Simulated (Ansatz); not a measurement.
# Cu16CO: the cost of one run

Computed with Ansatz 0.2.0 (DFT PBE, scalar-relativistic, plane waves, PAW, and further levels as typed in the inputs, unless a step's input says otherwise).

## Step 1: The starting structure

Symmetry: P3m1, No. 156, trigonal system. The conventional cell has a = 5.112 Å, b = 5.112 Å, c = 24.261 Å, α = 90.00°, β = 90.00°, γ = 120.00°. Cu (site symmetry m) has 9 Cu at 2.56 Å as nearest neighbours. Around Cu (site symmetry 3m) lie 9 Cu at 2.56 Å. Around Cu (site symmetry 3m) lie 12 Cu at 2.53 to 2.56 Å. Cu (site symmetry m) is surrounded by 12 Cu at 2.53 to 2.61 Å. Cu (site symmetry m) is surrounded by 12 Cu at 2.51 to 2.61 Å. Cu (site symmetry 3m) is surrounded by 12 Cu at 2.54 to 2.61 Å. Cu (site symmetry m) is surrounded by 1 C at 2.05 Å. Cu (site symmetry 3m) has 9 Cu at 2.51 to 2.56 Å as nearest neighbours. Only part of the 10 independent sites is listed.

Coordinates:

```xyz
18
Lattice="5.1124 0.0000 0.0000 2.5562 4.4275 0.0000 0.0000 0.0000 24.2614" Properties=species:S:1:pos:R:3 pbc="T T T"
Cu    0.0000    0.0000    9.0000
Cu    2.5562    0.0000    9.0000
Cu    1.2781    2.2137    9.0000
Cu    3.8343    2.2137    9.0000
Cu    1.2781    0.7379   11.0871
Cu    3.8343    0.7379   11.0871
Cu    2.5562    2.9516   11.0871
Cu    5.1124    2.9516   11.0871
Cu    0.0068    1.4718   13.1453
Cu    2.5494    1.4718   13.1453
Cu    1.2781    3.6895   13.2354
Cu    3.8343    3.6973   13.1453
Cu    0.0008    0.0004   15.3004
Cu    2.5554    0.0004   15.3004
Cu    1.2781    2.2129   15.3001
Cu    3.8343    2.2136   15.1659
C     1.2781    0.7383   16.7213
O     1.2781    0.7388   17.8942
```

## Step 2: Single point: Cu16CO slab, no spin

The cell repeats along c, and a dipole correction in the vacuum removes the field between the copies.

File input.yaml:

```yaml
crystal:
  lattice:
    - [5.112382, 0.0, 0.0]
    - [2.556191, 4.427453, 0.0]
    - [0.0, 0.0, 24.261364]
  atoms:
    - { symbol: Cu, position: [0.0, 0.0, 0.37096] }
    - { symbol: Cu, position: [0.5, 0.0, 0.37096] }
    - { symbol: Cu, position: [0.0, 0.5, 0.37096] }
    - { symbol: Cu, position: [0.5, 0.5, 0.37096] }
    - { symbol: Cu, position: [0.166667, 0.166667, 0.456987] }
    - { symbol: Cu, position: [0.666667, 0.166667, 0.456987] }
    - { symbol: Cu, position: [0.166667, 0.666667, 0.456987] }
    - { symbol: Cu, position: [0.666667, 0.666667, 0.456987] }
    - { symbol: Cu, position: [-0.164892, 0.332436, 0.54182] }
    - { symbol: Cu, position: [0.332456, 0.332436, 0.54182] }
    - { symbol: Cu, position: [-0.166667, 0.833334, 0.545533] }
    - { symbol: Cu, position: [0.332456, 0.835087, 0.541822] }
    - { symbol: Cu, position: [0.000112, 8.8e-05, 0.63065] }
    - { symbol: Cu, position: [0.4998, 8.8e-05, 0.63065] }
    - { symbol: Cu, position: [9.7e-05, 0.499806, 0.630638] }
    - { symbol: Cu, position: [0.500011, 0.499978, 0.625107] }
    - { symbol: C, position: [0.166618, 0.166765, 0.689216] }
    - { symbol: O, position: [0.16657, 0.16686, 0.737559] }
scf:
  occupations: { method: gaussian, width: 0.1 }
output:
  forces: true
hamiltonian:
  xc: pbe
kpoints:
  mp_grid: { grid: [12, 12, 1] }
efield:
  axis: 3
  dipole_correction: true
```

Launch:

```bash
$ ansatz run input.yaml --threads 8 --pin off --max-ram 15360MiB --backend cpu --events-out ev --progress --plain --runs-dir out
```

What time and memory should one allow on 8 threads of Intel Xeon Platinum 8375C at 2.90GHz (Ice Lake), shared host?

About 49 s, with a peak of 5.3 GiB.
